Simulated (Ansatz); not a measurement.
# SiTeH4O: basis-set convergence

How large a basis does SiTeH4O need? Two functionals are run in growing sets.

The runs use Ansatz 0.2.0, Gaussian basis; one geometry, several basis sets.

Plan: PBE0-D4/def2-SVP; ωB97M-V/def2-SVP; PBE0-D4/def2-QZVPP; ωB97M-V/def2-QZVPP; the functionals' def2-TZVPP values are taken from earlier runs.

### 1 Structure used throughout

An earlier PBE0-D4 in a triple-zeta def2 set relaxation fixed the geometry. Te takes the def2 core potential; no spin-orbit term is included.

7 atoms, charge 0, spin multiplicity 1.

Atoms are counted from 1 here; the program's logs count them from 0.

Bond lengths: O1–Si2 1.643 Å, O1–H4 0.959 Å, Si2–Te3 2.499 Å, Si2–H5 1.485 Å, Si2–H6 1.478 Å, Te3–H7 1.657 Å. Angles: Si2–O1–H4 117.4°, O1–Si2–Te3 113.5°, O1–Si2–H5 112.1°, O1–Si2–H6 105.5°, Te3–Si2–H5 106.3°, Te3–Si2–H6 108.1°, H5–Si2–H6 111.4°, Si2–Te3–H7 91.0°.

Coordinates:

```
O    -1.5983   -0.0725   -0.4915
Si   -0.2037    0.5701    0.0933
Te    1.2365   -1.0901    1.2822
H    -1.5409   -0.9190   -0.9378
H     0.6353    1.1558   -0.9823
H    -0.6220    1.5984    1.0698
H     2.1545   -1.3107   -0.0794
```

### 2 PBE0-D4 in def2-SVP

File in.yaml:

```yaml
crystal:
  periodic: [false, false, false]
  atoms:
    - {symbol: O, position_ang: [-1.598342, -0.072525, -0.491534]}
    - {symbol: Si, position_ang: [-0.203671, 0.570134, 0.093301]}
    - {symbol: Te, position_ang: [1.236499, -1.090078, 1.282244]}
    - {symbol: H, position_ang: [-1.540906, -0.919045, -0.937821]}
    - {symbol: H, position_ang: [0.635298, 1.155771, -0.982327]}
    - {symbol: H, position_ang: [-0.621964, 1.598412, 1.069844]}
    - {symbol: H, position_ang: [2.154484, -1.310669, -0.079406]}
basis:
  gaussian: {orbitals: def2-SVP}
hamiltonian: {xc: pbe0, dispersion: d4}
output: {orbitals: {seedname: orbitals}}
```

Launch:

```sh
$ ansatz run in.yaml --threads 2 --pin off --events-out ev --progress --plain --max-ram 4352MiB
```

After this run come: ωB97M-V in def2-SVP; PBE0-D4 in def2-QZVPP; ωB97M-V in def2-QZVPP.

Q: Predict the results of all the runs planned. Wanted: PBE0-D4: double and triple zeta above quadruple; ωB97M-V: double and triple zeta above quadruple.

The runs gave:

| quantity | value |
| --- | --- |
| PBE0-D4: double and triple zeta above quadruple | 6.36, 0.45 eV |
| ωB97M-V: double and triple zeta above quadruple | 6.46, 0.43 eV |

In words: PBE0-D4 gains 5.91 eV from double to triple zeta, then 0.45 eV more. Total energies overstate the basis error of differences, where much of it tends to cancel. The LUMO of ωB97M-V is positive and keeps falling with the basis (1.47 to 0.94 eV): an unbound level that the basis holds in place.
